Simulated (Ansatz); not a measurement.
**H4InOP: up Jacob's ladder to CCSD(T)**

One table from this session's results is given with a row withheld; the runs are named, their logs left out.

The runs use Ansatz 0.2.0, Gaussian basis; functionals in def2-TZVPP, the program's frozen cores in correlated methods.

The runs, in order: LDA (SPW92), PBE-D4, revPBE-D4, BLYP-D4, r2SCAN-D4, B97M-V, PBE0-D4, B3LYP-D4, r2SCANh-D4, r2SCAN0-D4, HSE06-D4, BHLYP-D4, CAM-B3LYP-D4, LC-ωPBE, ωB97X-V, ωB97M-V, B2PLYP, PBE-QIDH; CCSD(T)/def2-SVP; CCSD(T)/def2-TZVPP; MP2/def2-QZVPP; extrapolation to the limit; RPA on PBE.

## The geometry

All runs share one geometry, relaxed beforehand with PBE0-D4 in a triple-zeta def2 set. In takes the def2 core potential; no spin-orbit term is included.

SMILES `O[PH][InH2]`, 7 atoms, charge 0, spin multiplicity 1.

Atoms are counted from 1 here; the program's logs count them from 0.

Bond lengths: O1–P2 1.670 Å, O1–H4 0.960 Å, P2–In3 2.503 Å, P2–H5 1.430 Å, In3–H6 1.723 Å, In3–H7 1.728 Å. Angles: P2–O1–H4 109.0°, O1–P2–In3 100.9°, O1–P2–H5 100.1°, In3–P2–H5 92.3°, P2–In3–H6 120.5°, P2–In3–H7 117.4°, H6–In3–H7 122.0°.

Set-up of the first run:

in.yaml

```yaml
crystal:
  periodic: [false, false, false]
  atoms:
    - {symbol: O, position_ang: [-1.844520, 0.146896, 0.079173]}
    - {symbol: P, position_ang: [-0.622820, -0.369954, -0.935491]}
    - {symbol: In, position_ang: [1.396882, 0.365878, 0.345930]}
    - {symbol: H, position_ang: [-2.634261, 0.311762, -0.441857]}
    - {symbol: H, position_ang: [-0.483656, -1.722147, -0.492232]}
    - {symbol: H, position_ang: [1.278244, 1.623236, 1.517978]}
    - {symbol: H, position_ang: [2.910131, -0.355671, -0.073501]}
basis:
  gaussian: {orbitals: def2-TZVPP}
hamiltonian: {xc: lda}
output: {orbitals: {seedname: orbitals}}
```

Steps of the session up to this table: LDA; PBE-D4 (GGA); revPBE-D4 (GGA); BLYP-D4 (GGA); r2SCAN-D4 (meta-GGA); B97M-V (meta-GGA); PBE0-D4 (hybrid); B3LYP-D4 (hybrid); r2SCANh-D4 (hybrid); r2SCAN0-D4 (hybrid); HSE06-D4 (hybrid); BHLYP-D4 (hybrid); CAM-B3LYP-D4 (range-separated); LC-ωPBE (range-separated); ωB97X-V (range-separated); ωB97M-V (range-separated); B2PLYP (double hybrid); PBE-QIDH (double hybrid).

One table of the session follows, with a row left open; its other results are not shown here.

It belongs to the step «Frontier levels by functional». 

| functional | HOMO (eV) | LUMO (eV) | gap (eV) |
| --- | --- | --- | --- |
| LDA (SPW92) | -5.62 | -2.75 | 2.87 |
| PBE-D4 | -5.47 | -2.50 | 2.98 |
| revPBE-D4 | -5.42 | -2.39 | 3.03 |
| BLYP-D4 | -5.33 | -2.46 | 2.87 |
| r2SCAN-D4 | -5.67 | -2.25 | 3.42 |
| B97M-V | -5.73 | -2.50 | 3.23 |
| PBE0-D4 | -6.50 | -1.79 | 4.71 |
| B3LYP-D4 | -6.31 | -2.06 | 4.24 |
| r2SCANh-D4 | -6.05 | -2.01 | 4.05 |
| r2SCAN0-D4 | -6.63 | -1.64 | 4.99 |
| HSE06-D4 | -6.11 | -2.15 | 3.96 |
| BHLYP-D4 | ? | ? | ? |
| CAM-B3LYP-D4 | -7.72 | -1.00 | 6.72 |
| LC-ωPBE | -8.99 | 0.09 | 9.09 |
| ωB97X-V | -8.67 | -0.03 | 8.64 |
| ωB97M-V | -8.52 | -0.30 | 8.22 |

**Question.** Estimate the row for BHLYP-D4.

Worked estimate for «HOMO (eV)». Against the share of exact exchange, BLYP-D4 (0, -5.33), B3LYP-D4 (0.2, -6.31) give a slope of -4.90 per unit share; at 0.5 the line stands at -7.78.

As computed: HOMO (eV): -7.41; LUMO (eV): -1.16; gap (eV): 6.25. In «HOMO (eV)» the line misses by -0.37.
